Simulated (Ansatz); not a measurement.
A nudged elastic band was laid between two geometries of a periodic cell of 33 atoms, Al32H (host Al, host structure fcc, interstitial H).

All numbers below come from DFT PBE, scalar-relativistic, plane waves, PAW (Ansatz). Settings: PAW set soft_1, cutoff 420 eV, k mesh 3x3x3, gaussian smearing 0.05 eV, no spin polarisation.

| Quantity | Value |
| --- | --- |
| movable images | 5 |
| climbing image | yes |
| spring | 2.0 eV/Å² |
| optimiser | quadratic models (default) |
| start path | IDPP |
| force threshold | 0.03 eV/Å |
| iteration limit | 38 |
| end points | relaxed |

Initial state:

```xyz
33
Lattice="8.1000 0.0000 0.0000 0.0000 8.1000 0.0000 0.0000 0.0000 8.1000" Properties=species:S:1:pos:R:3
Al 4.041 0.005 0.004
Al 6.081 2.023 0.004
Al 6.081 0.006 2.022
Al -0.075 -0.072 -0.073
Al 2.097 2.100 -0.073
Al 4.066 4.069 -0.004
Al 6.056 6.059 -0.004
Al 2.096 -0.071 2.098
Al 4.040 2.024 2.022
Al 6.056 4.070 2.030
Al 4.066 -0.002 4.068
Al 6.056 2.031 4.068
Al 6.056 -0.003 6.058
Al 0.002 4.044 0.004
Al 2.020 6.084 0.004
Al -0.076 2.102 2.100
Al 2.020 4.045 2.022
Al 4.066 6.060 2.030
Al 0.002 0.006 4.043
Al 2.020 2.024 4.043
Al 4.045 4.049 4.047
Al 6.076 6.080 4.047
Al 2.020 0.005 6.083
Al 4.066 2.031 6.058
Al 6.077 4.049 6.079
Al 0.002 6.085 2.022
Al -0.006 4.070 4.068
Al 2.028 6.060 4.068
Al 0.002 2.024 6.084
Al 2.028 4.069 6.058
Al 4.045 6.080 6.079
Al -0.006 6.059 6.058
H 1.009 1.017 1.014
```

Final state:

```xyz
33
Lattice="8.1000 0.0000 0.0000 0.0000 8.1000 0.0000 0.0000 0.0000 8.1000" Properties=species:S:1:pos:R:3
Al 4.066 -0.004 -0.017
Al 6.056 2.030 -0.017
Al 6.081 0.004 2.029
Al 0.002 0.004 0.008
Al 2.020 2.022 0.008
Al 4.045 4.048 0.004
Al 6.077 6.079 0.004
Al 2.097 -0.072 1.953
Al 4.041 2.022 2.029
Al 6.056 4.068 2.021
Al 4.041 0.004 4.047
Al 6.081 2.022 4.047
Al 6.056 -0.004 6.093
Al -0.006 4.068 -0.017
Al 2.028 6.058 -0.016
Al -0.075 2.100 1.952
Al 2.020 4.043 2.029
Al 4.066 6.058 2.021
Al -0.075 -0.074 4.125
Al 2.098 2.099 4.124
Al 4.066 4.068 4.055
Al 6.056 6.058 4.055
Al 2.020 0.004 6.069
Al 4.066 2.030 6.093
Al 6.077 4.047 6.072
Al 0.002 6.083 2.029
Al 0.002 4.043 4.047
Al 2.020 6.083 4.047
Al 0.002 2.022 6.068
Al 2.028 4.068 6.093
Al 4.045 6.079 6.073
Al -0.006 6.058 6.093
H 1.010 1.014 3.039
```

(1) Which bonds break or form, and what moves?

(2) Give the energies along the band, and the barrier.

(3) What is the geometry of the highest image?

Answers

(1) The atom that moves furthest is H33, by 2.03 Å; four of its nearest neighbours are Al16 1.88, Al5 1.88, Al4 1.88, Al8 1.88 Å at the first end and Al19 1.88, Al16 1.88, Al20 1.88, Al8 1.88 Å at the last.

(2) The forces met the threshold. The highest image is number 4 of 0 to 6, 0.178 eV above the ends, which have the same energy within 2 meV. The profile has 2 maxima (images 2, 4) with wells between them (image 3): this band takes more than one step, which may be the mechanism or a detour left from its start path. By the program's own check the climbing image is of a kind that is not told: the force calls were inconclusive, a negative curvature could not be distinguished from the path's own, the only one lies far off the path, or fixed occupations may fill a level only in part (lowest curvatures found: -0.83 and 1.18 eV/Å²). Limits of this set-up: coarse k mesh, odd electron count without spin, a small cell, in which the defect meets its images.

| image | path coordinate (Å) | energy (eV) |
| --- | --- | --- |
| 0 | 0.00 | 0.000 |
| 1 | 0.60 | 0.143 |
| 2 | 1.21 | 0.150 |
| 3 | 1.81 | 0.115 |
| 4 | 2.41 | 0.178 |
| 5 | 2.86 | 0.099 |
| 6 | 3.31 | 0.000 |

(3) 
```xyz
33
Lattice="8.1000 0.0000 0.0000 0.0000 8.1000 0.0000 0.0000 0.0000 8.1000" Properties=species:S:1:pos:R:3
Al 4.036 -0.025 -0.007
Al 6.034 2.009 -0.024
Al 6.069 -0.020 2.014
Al -0.010 -0.007 -0.013
Al 2.005 2.007 -0.014
Al 4.036 4.038 -0.007
Al 6.063 6.066 -0.012
Al 2.055 -0.133 1.972
Al 4.044 2.007 2.024
Al 6.034 4.055 2.022
Al 4.042 -0.008 4.039
Al 6.068 2.018 4.051
Al 6.056 -0.019 6.073
Al -0.027 4.039 -0.007
Al 2.007 6.036 -0.024
Al -0.136 2.058 1.972
Al 2.005 4.047 2.024
Al 4.053 6.037 2.022
Al -0.040 -0.037 4.069
Al 2.057 2.060 4.164
Al 4.036 4.039 4.056
Al 6.056 6.058 4.050
Al 2.015 -0.019 6.060
Al 4.053 2.009 6.095
Al 6.063 4.043 6.065
Al -0.022 6.071 2.014
Al -0.010 4.045 4.039
Al 2.015 6.071 4.051
Al -0.022 2.018 6.060
Al 2.007 4.055 6.095
Al 4.041 6.066 6.065
Al -0.021 6.058 6.073
H 1.505 1.507 2.524
```

Run time: 26 min on 4 threads of Arm Neoverse V2, on a shared host, peak memory 4.3 GiB.
